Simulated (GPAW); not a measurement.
# PbO2 in GPAW: convergence with empty bands an atom in the response

PbO2:

```
Pb O
1.0
     4.99496    0.00000    0.00000
     0.00000    4.99496    0.00000
     0.00000    0.00000    3.40900
Pb O
2 4
Direct
  0.50000 0.50000 0.50000
  0.00000 0.00000 0.00000
  0.69257 0.69257 0.00000
  0.80743 0.19257 0.50000
  0.19257 0.80743 0.50000
  0.30743 0.30743 0.00000
```

The cell is a database's computed one.

```yaml
Program: GPAW 26.7.0
Task: dielectric tensor
Functional: PBE
Potentials_or_basis: GPAW PAW data sets (gpaw-data 1.2.1)
Cutoff: 600 eV
Basis: pw
k_mesh: 5 × 5 × 6
Occupations: fermi-dirac, width 0.001 eV
Spin: no spin polarisation
Maxiter: 150
Response_k_mesh: 3 × 3 × 4
Response_ecut: 80 eV
Response_bands: 38
Kernels: "[\"RPA\"]"
Coarser_k_mesh: 3 × 3 × 4
```

These are the settings of the first run; the series varies empty bands an atom in the response, with any setting tied to it.

Hardware: 1 thread of Intel(R) Xeon(R) Platinum 8488C (Sapphire Rapids), with other jobs on the host.

Task: The values tried are 2, 3, 5, 8, 12, 18, 26, loosest first. From which on does the dielectric constant stay within 0.05 of the tightest run that finished?

Result: From 8 on.

```
empty bands an atom in the response  dielectric constant  SCF cycles  CPU time (s)  peak memory (GiB)
                                  2                6.025          13           110               0.45
                                  3                6.163          13           120               0.46
                                  5                6.242          13           120               0.47
                                  8                6.285          13           140               0.49
                                 12                6.302          13           220               0.52
                                 18                6.310          13           290               0.56
                                 26                6.314          13           440               0.61
```

The tightest run that finished is the yardstick and may itself not be fully converged.

Caveat, for the tightest run too: the k mesh is coarse (spacing up to 0.46 Å⁻¹), so the values aren't converged; the long-wavelength limit can be off by a per cent or two.
